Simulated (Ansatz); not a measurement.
## CH7OSbSi, SMILES C[O][SbH][SiH3]: a ladder of methods at one geometry

Run with Ansatz 0.2.0 through its Python package.

`run_methods.py`:
```python
'''CH7OSbSi at several levels of theory.'''

from pathlib import Path
import warnings

import ansatz as az
import numpy as np

warnings.simplefilter('ignore', az.DeckWarning)

geometry = (
    az.Crystal.molecule()
    .atom('C', (0.7782, 2.0036, -0.5541))
    .atom('O', (0.7965, 0.7091, -0.1569))
    .atom('Sb', (-1.0562, 0.2175, 0.5867))
    .atom('Si', (-0.2913, -2.199, 0.7583))
    .atom('H', (-0.0332, 2.1659, -1.38))
    .atom('H', (0.5025, 2.7263, 0.296))
    .atom('H', (1.7403, 2.3502, -0.9778))
    .atom('H', (-1.6567, -0.0088, -1.0154))
    .atom('H', (0.2924, -2.6037, -0.4472))
    .atom('H', (0.5689, -2.3887, 1.9083))
    .atom('H', (-1.5761, -3.0294, 1.0027))
)

base = geometry.calculation().basis(gaussian='def2-SVP')

print('functional    E (Ha)        dipole (D)   HOMO (eV)  LUMO (eV)')
for name in ['hf', 'pbe0', 'hse06', 'revpbe', 'blyp', 'b3lyp']:
    summary = base.functional(name).forces().orbitals().run(runs_dir='runs').report
    lines = Path(summary['orbitals_path']).read_text().splitlines()
    field_of = lambda key: [line.split('=')[1].strip() for line in lines if line.startswith(key)]
    orbitals = [(27.211386 * float(e), s, float(n)) for e, s, n in zip(field_of('Ene='), field_of('Spin='), field_of('Occup='))]
    homo = max(e for e, _, n in orbitals if n > 0.5)
    lumo = min(e for e, _, n in orbitals if n < 0.5)
    dipole = 4.803205 * np.linalg.norm(summary['charge_distribution']['dipole_moment_e_ang'])
    print(f'{name:10s} {summary["free_energy_ev"] / 27.211386246:14.6f} {dipole:9.3f} {homo:11.3f} {lumo:10.3f}')
```

```console
$ python run_methods.py
functional    E (Ha)        dipole (D)   HOMO (eV)  LUMO (eV)
hf            -644.768242     1.674      -9.413      1.777
pbe0          -646.812118     1.389      -6.888     -1.417
hse06         -646.797592     1.382      -6.493     -1.791
revpbe        -647.010892     1.254      -5.432     -2.106
blyp          -646.956548     1.281      -5.327     -2.030
b3lyp         -647.167818     1.404      -6.635     -1.575
```

Caveats:
- Total energies depend on the basis set; only differences at equal settings carry meaning.
- The geometry is a force-field or estimated start, not a minimum of this method, and the basis set is short of its limit. A lower total doesn't mark the better method: functionals have no common bound, and MP2 and coupled cluster aren't variational.
- def2 sets replace the cores of elements past krypton by effective core potentials.
- b3lyp holds the VWN-RPA fit, as in Gaussian; the form of ORCA and Turbomole is b3lyp5.
- Levels such as HOMO and LUMO are orbital energies: with these approximate functionals they aren't the ionisation energy and electron affinity, and their gap isn't the fundamental gap.
- hse06 follows the composition of plane-wave codes, whose totals differ by tens of mHa, up to about 0.1 Ha, from the form usual in Gaussian-basis programs (wpbeh).
- Timing: 49 s on 1 thread of Arm Neoverse N1, on a shared host, peak memory 0.31 GiB.
